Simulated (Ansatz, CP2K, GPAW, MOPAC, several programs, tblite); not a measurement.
# What each method gives for Ag₂ClF (ordering on rocksalt)

Ag₂ClF, ordered on the rocksalt lattice (R-3m) with 4 atoms a cell, relaxed with r2SCAN in Ansatz, was computed with several methods. The symmetry is R-3m (No. 166, trigonal); a = 3.887 Å, c = 15.985 Å in the conventional setting, 17.43 Å³ an atom. F has 6 Ag at 2.49 Å; Cl has 6 Ag at 2.75 Å; Ag has 3 F at 2.49 Å and 3 Cl at 2.75 Å. The cell comes from a prototype generator: it can be a known phase or a hypothetical one. Spin polarisation is off.

```
CELL_PARAMETERS angstrom
1.94332 1.12198 5.32831
-1.94332 1.12198 5.32831
0.00000 -2.24396 5.32831
ATOMIC_POSITIONS crystal
F 0.00000 0.00000 0.00000
Cl 0.50000 0.50000 0.50000
Ag 0.26564 0.26564 0.26564
Ag 0.73436 0.73436 0.73436
```

Gaps and times are for a single point on this cell; volume and bulk modulus come from each method's own relaxation or energy curve at fixed shape, which is too stiff where a cell has free coordinates or axes. Times are rough, from shared hosts (Arm Neoverse V2), and each method has its own mesh and cell size. A double dagger marks a value from a curve with shape and coordinates held. PM7 (MOPAC), GFN1-xTB (tblite), GFN2-xTB (tblite) treat a cluster of cells at its zone centre, which samples few k points: where these miss a band edge, the gap comes out too large for that reason alone. Gaps from k meshes are read at a limited set of points (mesh, symmetry points, PBE's band edges), so each method's own least gap may be somewhat smaller. xTB and the PM methods were fitted mostly to molecules, and can miss a solid's gap by electronvolts. Minimal bases can be far off for gaps. Curves at held shape can't give the bulk modulus of a layered or molecular crystal, so none is listed. d marks a direct gap, i an indirect one (no mark: not told apart), a dash a value that wasn't computed or didn't pass its checks.

```tsv
method	kind	gap (eV)	own volume (Å³/atom)	bulk modulus (GPa)	atoms computed	processor time
light PBE (260 eV and a coarse mesh)	light plane-wave	overlap 0.01	–	–	4	1.4 s
GFN1-xTB (tblite)	tight binding	1.25	17.90‡	–	108	5.2 s
PBE	semilocal	overlap 0.03	18.49	–	4	6.2 s
GFN2-xTB (tblite)	tight binding	0.74	17.89‡	–	108	10 s
r2SCAN	semilocal	0.37 d	17.43	–	4	16 s
PBE/SZV (CP2K)	small basis	0	–	–	4	28 s
PBE/single zeta (GPAW)	small basis	0	–	–	4	57 s
PBE/DZVP (CP2K)	small basis	0	18.41‡	–	4	59 s
PM7 (MOPAC)	semi-empirical	2.74	–	–	108	4.8 min
```

Against r2SCAN (0.37 eV) and with closed or daggered gaps left aside, the nearest gap at the points sampled is that of GFN2-xTB (tblite) (+0.37 eV) and the farthest that of PM7 (MOPAC) (+2.37 eV). r2SCAN is only a yardstick of convenience: semilocal gaps usually lie below measured ones, which GLLB-SC and hybrids aim to mend.

Volumes against r2SCAN's: PBE +6.1 %.

With PBE the bands overlap or touch, or nearly. Semilocal functionals can close a real gap, so this doesn't show a metal; small gaps of other methods may in turn close between the points read or with spin-orbit coupling, and the solid may be a semimetal.

The runs are scalar-relativistic, without spin-orbit coupling.
